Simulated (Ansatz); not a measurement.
A nudged elastic band was laid between two geometries of a periodic cell of 63 atoms, Si62C (host Si, host structure diamond, dopant C, one Si atom removed).

Level of theory: DFT PBE, scalar-relativistic, plane waves, PAW in Ansatz 0.2.0. Settings: PAW set soft_1, cutoff 420 eV, k mesh 1x1x1, fermi-dirac smearing 0.05 eV, no spin polarisation.

```json
{"movable images": "5", "climbing image": "yes", "spring": "5.0 eV/Å²", "optimiser": "quadratic models (default)", "start path": "IDPP", "force threshold": "0.05 eV/Å", "iteration limit": "80", "end points": "relaxed"}
```

Initial state:

```xyz
63
Lattice="10.8600 0.0000 0.0000 0.0000 10.8600 0.0000 0.0000 0.0000 10.8600" Properties=species:S:1:pos:R:3
Si 5.427 0.000 0.009
Si 6.680 1.351 1.460
Si 8.094 2.677 0.058
Si 9.478 4.071 1.361
Si 8.071 -0.003 2.792
Si 9.490 1.357 4.076
Si -0.005 0.006 0.002
Si 1.364 1.366 1.369
Si 2.698 2.727 -0.008
Si 4.060 4.063 1.367
Si 5.420 5.434 0.000
Si 6.786 6.787 1.409
Si 8.161 8.126 0.055
Si 9.498 9.502 1.409
Si 2.848 0.286 2.854
C 3.692 1.735 3.698
Si 5.139 2.580 2.852
Si 6.680 3.974 4.081
Si 8.094 5.376 2.754
Si 9.495 6.792 4.062
Si 6.771 1.197 6.772
Si 8.079 2.651 5.433
Si 9.503 4.027 6.793
Si 8.158 -0.054 8.163
Si 9.497 1.371 9.503
Si -0.002 5.430 0.003
Si 1.356 6.809 1.361
Si 2.750 8.194 0.056
Si 4.076 9.607 1.458
Si -0.012 2.728 2.703
Si 1.361 4.064 4.066
Si 2.697 5.437 2.702
Si 4.070 6.795 4.074
Si 5.428 8.211 2.787
Si 6.747 9.533 4.258
Si 0.003 0.000 5.433
Si 1.454 1.351 6.685
Si 2.847 2.581 5.144
Si 4.076 3.973 6.686
Si 5.427 5.423 5.433
Si 6.810 6.733 6.816
Si 8.153 8.132 5.484
Si 9.553 9.476 6.814
Si 2.784 -0.003 8.076
Si 4.070 1.355 9.495
Si 5.428 2.648 8.083
Si 6.787 4.026 9.508
Si 8.163 5.378 8.169
Si 9.508 6.781 9.514
Si 0.051 8.193 2.754
Si 1.452 9.606 4.082
Si -0.006 5.434 5.426
Si 1.401 6.786 6.793
Si 2.779 8.207 5.433
Si 4.245 9.524 6.757
Si 0.053 2.677 8.100
Si 1.356 4.071 9.484
Si 2.750 5.375 8.099
Si 4.057 6.791 9.501
Si 5.480 8.131 8.160
Si 6.809 9.478 9.558
Si 0.049 8.126 8.168
Si 1.403 9.502 9.505
```

Final state:

```xyz
63
Lattice="10.8600 0.0000 0.0000 0.0000 10.8600 0.0000 0.0000 0.0000 10.8600" Properties=species:S:1:pos:R:3
Si 5.430 0.000 0.007
Si 6.718 1.356 1.425
Si 8.098 2.715 0.002
Si 9.452 4.092 1.338
Si 8.046 0.004 2.820
Si 9.496 1.358 4.072
Si 0.006 -0.015 0.006
Si 1.347 1.409 1.347
Si 2.690 2.740 -0.053
Si 4.021 4.083 1.347
Si 5.445 5.424 0.006
Si 6.752 6.840 1.408
Si 8.146 8.144 0.024
Si 9.450 9.538 1.408
Si 2.746 0.172 2.746
C 5.814 -0.384 5.814
Si 5.258 2.684 2.746
Si 6.718 4.005 4.074
Si 8.098 5.428 2.715
Si 9.509 6.781 4.080
Si 6.657 1.065 6.657
Si 8.046 2.610 5.426
Si 9.450 4.022 6.752
Si 8.143 -0.013 8.143
Si 9.509 1.350 9.509
Si -0.008 5.438 -0.008
Si 1.338 6.838 1.338
Si 2.715 8.192 0.002
Si 4.074 9.572 1.425
Si -0.053 2.740 2.690
Si 1.347 4.083 4.021
Si 2.690 5.483 2.690
Si 4.072 6.794 4.072
Si 5.426 8.244 2.820
Si 6.657 9.633 4.365
Si 0.007 0.000 5.430
Si 1.425 1.356 6.718
Si 2.746 2.684 5.258
Si 4.074 4.005 6.718
Si 5.430 5.423 5.430
Si 6.804 6.775 6.804
Si 8.143 8.147 5.443
Si 9.515 9.486 6.804
Si 2.820 0.004 8.046
Si 4.072 1.358 9.496
Si 5.426 2.610 8.046
Si 6.752 4.022 9.450
Si 8.146 5.406 8.146
Si 9.503 6.787 9.503
Si 0.002 8.192 2.715
Si 1.425 9.572 4.074
Si 0.006 5.424 5.445
Si 1.408 6.840 6.752
Si 2.820 8.244 5.426
Si 4.365 9.633 6.657
Si 0.002 2.715 8.098
Si 1.338 4.092 9.452
Si 2.715 5.428 8.098
Si 4.080 6.781 9.509
Si 5.443 8.147 8.143
Si 6.804 9.486 9.515
Si 0.024 8.144 8.146
Si 1.408 9.538 9.450
```

Problem. Which bonds break or form, and what moves?

Solution. The atom that moves furthest is C16, by 3.67 Å; four of its nearest neighbours are Si38 1.88, Si17 1.88, Si15 1.88, Si8 3.31 Å at the first end and Si35 1.88, Si55 1.88, Si21 1.88, Si42 3.31 Å at the last.

Problem. What energy profile does the band end with?

Solution. The run converged. The highest image is number 3 of 0 to 6, 2.92 eV above the ends, which have the same energy within 2 meV. Neighbouring images differ by up to 1.5 eV, so the band resolves the path poorly. By the program's own check the climbing image is a first-order saddle point (lowest curvatures found: -3.85 and 0.24 eV/Å²). Limits of this set-up: coarse k mesh, no spin, though dangling bonds at a vacancy may carry it, a typed lattice constant that wasn't relaxed here.

```csv
image,path coordinate (Å),energy (eV),Si15–C16 (Å),C16–Si17 (Å),C16–Si38 (Å)
0,0.00,0.00,1.88,1.88,1.88
1,1.22,1.45,2.28,1.88,1.86
2,2.45,1.80,3.60,1.90,1.91
3,3.67,2.92,3.54,1.98,2.37
4,4.90,1.79,3.97,1.92,3.73
5,6.13,1.44,3.97,3.24,3.84
6,7.36,0.00,4.37,4.37,4.37
```

Problem. What is the geometry of the highest image?

Solution. 
```xyz
63
Lattice="10.8600 0.0000 0.0000 0.0000 10.8600 0.0000 0.0000 0.0000 10.8600" Properties=species:S:1:pos:R:3
Si 5.408 0.015 0.034
Si 6.827 1.337 1.407
Si 8.164 2.705 -0.029
Si 9.497 4.112 1.348
Si 8.023 -0.038 2.864
Si 9.484 1.362 4.099
Si -0.108 -0.035 -0.074
Si 1.254 1.329 1.313
Si 2.758 2.658 0.050
Si 4.151 3.815 1.608
Si 5.392 5.337 0.165
Si 6.701 6.933 1.407
Si 8.099 8.199 -0.018
Si 9.436 9.485 1.429
Si 2.605 0.173 2.849
C 5.368 1.292 4.754
Si 5.627 2.431 3.161
Si 6.913 4.172 4.064
Si 8.149 5.553 2.643
Si 9.454 6.844 4.106
Si 6.505 1.553 6.346
Si 8.244 2.840 5.443
Si 9.625 4.076 6.864
Si 7.888 0.078 7.900
Si 9.411 1.319 9.343
Si 0.020 5.418 -0.029
Si 1.372 6.741 1.374
Si 2.702 8.156 0.036
Si 3.982 9.635 1.467
Si -0.028 2.714 2.704
Si 1.499 3.874 4.119
Si 2.726 5.324 2.718
Si 4.044 6.759 4.065
Si 5.350 8.328 2.860
Si 6.238 9.972 4.448
Si -0.029 -0.029 5.443
Si 1.541 1.277 6.646
Si 3.185 2.159 5.054
Si 4.035 3.949 6.641
Si 5.434 5.411 5.408
Si 6.786 6.760 6.803
Si 7.947 8.286 5.389
Si 9.397 9.512 6.790
Si 2.846 -0.091 8.042
Si 4.088 1.335 9.473
Si 5.409 2.753 8.099
Si 6.777 4.091 9.535
Si 8.184 5.424 8.159
Si 9.491 6.807 9.536
Si 0.001 8.117 2.719
Si 1.335 9.500 4.086
Si 0.057 5.380 5.402
Si 1.330 6.788 6.788
Si 2.713 8.123 5.421
Si 4.243 9.392 6.662
Si 0.146 2.628 8.099
Si 1.412 4.027 9.525
Si 2.699 5.363 8.078
Si 4.038 6.679 9.583
Si 5.402 8.041 8.195
Si 6.731 9.545 9.458
Si -0.046 8.159 8.134
Si 1.369 9.489 9.472
```

Time of the run: 17 min on 4 threads of Arm Neoverse V1 (shared host), peak memory 3.8 GiB.
